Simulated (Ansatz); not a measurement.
# BH6NOSi: the cost of one run

Computed with Ansatz 0.2.0, driven from Python. Level of theory: PBE/def2-SVP.

## (1) The system

Bond lengths: N1–Si2 1.729 Å, Si2–B3 1.942 Å, B3–O4 1.364 Å, N1–H5 1.020 Å, N1–H6 1.072 Å, Si2–H7 1.497 Å, Si2–H8 1.492 Å, B3–H9 1.188 Å, O4–H10 1.007 Å. Angles: N1–Si2–B3 108.8°, N1–Si2–H7 109.4°, N1–Si2–H8 111.2°, B3–Si2–H7 110.3°, B3–Si2–H8 110.0°, H7–Si2–H8 107.3°, Si2–N1–H5 111.3°, Si2–N1–H6 109.7°, H5–N1–H6 105.3°, Si2–B3–O4 121.9°, Si2–B3–H9 117.9°, O4–B3–H9 119.9°, B3–O4–H10 107.1°.

The script holds or builds the structure itself.

## (2) The code

The input, run_tae.py:

```python
'''Energy to split BH6NOSi into its atoms.'''

from collections import Counter

import ansatz as az
from ase import Atoms


def total_energy(molecule, charge=0, unpaired=0):
    calc = molecule.calculation().basis(gaussian='def2-SVP').functional('PBE')
    if charge:
        calc = calc.charge(charge)
    if unpaired:
        calc = calc.spin('collinear', total=unpaired)
    report = calc.run(threads=1, pin='off').report
    if report['published_state_doubts']:
        print('  doubts:', report['published_state_doubts'])
    return report['free_energy_ev']

atoms = Atoms(['N', 'Si', 'B', 'O', 'H', 'H', 'H', 'H', 'H', 'H'], positions=[
    (-0.6915, 1.516, 0.3207),
    (0.7438, 0.6656, -0.1324),
    (0.3932, -1.2427, -0.0457),
    (-0.8109, -1.736, 0.3649),
    (-1.0104, 1.2369, 1.2485),
    (-1.4912, 1.2556, -0.3433),
    (1.8549, 1.0318, 0.8017),
    (1.1811, 1.041, -1.5091),
    (1.2998, -1.984, -0.2459),
    (-1.3858, -1.8354, -0.4564),
])
molecule = az.Crystal.molecule_from_ase(atoms)

# Hund ground states
unpaired = {'N': 3, 'Si': 2, 'B': 1, 'O': 2, 'H': 1}
counts = Counter(site.symbol for site in molecule.cartesian_sites)
atom_energy = {s: total_energy(az.Crystal.molecule().atom(s, (0, 0, 0)), 0, unpaired[s]) for s in counts}
whole = total_energy(molecule, 0, 0)
for s, e in atom_energy.items():
    print(f'{s:2s} x{counts[s]}  {e:14.5f} eV')
print(f'BH6NOSi: {whole:.5f} eV')
split = sum(counts[s] * e for s, e in atom_energy.items()) - whole
print(f'atomisation energy (no zero-point term): {23.060548 * split:.1f} kcal/mol, {split / sum(counts.values()):.3f} eV an atom')
```

## (3) The calls as engine input

The engine receives this input (first run):

```yaml
crystal:
  periodic: [false, false, false]
  atoms:
    - { symbol: "N", position_ang: [0.0, 0.0, 0.0] }
basis:
  gaussian:
    orbitals: def2-SVP
hamiltonian:
  xc: pbe
magnetization:
  spin_polarized: true
  initial_magnetization: 3.0
```

## (4) The run

The run is started by

```bash
python run_tae.py
```

**Question.** How long does this script take on 1 thread of Arm Neoverse V1, shared host, and how much memory does it need?

About 3.3 s, with a peak of 0.19 GiB.
